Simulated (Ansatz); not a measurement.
**ClGaH₂Se (SMILES [Cl][GaH][SeH]): single points off equilibrium**

One table from this session's results is given with a row withheld; the runs are named, their logs left out.

Computed with Ansatz 0.2.0, Gaussian basis. Level: single points in def2-TZVPP.

Correlated methods freeze the cores. Filled d shells of the heavier atoms are correlated.

## Where the work starts

5 atoms, charge 0, spin multiplicity 1.

Atoms are counted from 1 here; the program's logs count them from 0.

Bond lengths: Cl1–Ga2 2.173 Å, Ga2–Se3 2.357 Å, Ga2–H4 1.702 Å, Se3–H5 1.445 Å. Angles: Cl1–Ga2–Se3 123.1°, Cl1–Ga2–H4 123.0°, Se3–Ga2–H4 113.8°, Ga2–Se3–H5 100.3°.

Geometry (Å):

```mol
ClGaH2Se
  3D, bonds by distance, orders not assigned

  5  4  0  0  0  0  0  0  0  0999 V2000
   -1.4989   -1.5167    1.6428 Cl  0  0
   -0.4408   -0.4252    0.0895 Ga  0  0
    1.2551    1.1469    0.5468 Se  0  0
   -0.7096   -0.6813   -1.5711 H   0  0
    1.5424    1.6134   -0.7902 H   0  0
  1  2  8  0
  2  3  8  0
  2  4  8  0
  3  5  8  0
M  END
```

The first run:

run/in.yaml

```yaml
crystal:
  periodic: [false, false, false]
  atoms:
    - {symbol: Cl, position_ang: [-1.498900, -1.516700, 1.642800]}
    - {symbol: Ga, position_ang: [-0.440800, -0.425200, 0.089500]}
    - {symbol: Se, position_ang: [1.255100, 1.146900, 0.546800]}
    - {symbol: H, position_ang: [-0.709600, -0.681300, -1.571100]}
    - {symbol: H, position_ang: [1.542400, 1.613400, -0.790200]}
basis:
  gaussian: {orbitals: def2-TZVPP}
correlation: {method: ccsd_t}
output: {forces: true}
```

Launch:

```console
$ ansatz run in.yaml --threads 4 --pin off --events-out ev --progress --plain --max-ram 5222MiB
```

Steps of the session up to this table: CCSD(T)/def2-TZVPP; PBE0-D4/def2-TZVPP; wB97M-V/def2-TZVPP; r2SCAN-D4/def2-TZVPP; PBE-D4/def2-TZVPP; CAM-B3LYP-D4/def2-TZVPP; r2SCANh-D4/def2-TZVPP.

One of the session's tables, all rows but one given; the rest of the session is left out.

| method | RMS force component (eV/Å) | angle to CCSD(T) forces (°) | dipole (D) |
| --- | --- | --- | --- |
| CCSD(T) | 0.708 | reference | 1.53 |
| PBE0-D4 | 0.711 | 4.0 | 1.62 |
| wB97M-V | 0.734 | 1.6 | 1.57 |
| r2SCAN-D4 | 0.723 | 3.5 | 1.61 |
| PBE-D4 | 0.721 | 14.1 | 1.53 |
| CAM-B3LYP-D4 | ? | ? | ? |
| r2SCANh-D4 | 0.724 | 3.0 | 1.64 |

**Question.** Estimate the row for CAM-B3LYP-D4.

As computed: RMS force component (eV/Å): 0.730; angle to CCSD(T) forces (°): 1.6; dipole (D): 1.64. In the column «RMS force component (eV/Å)» it lies between r2SCANh-D4 (0.724) and wB97M-V (0.734).
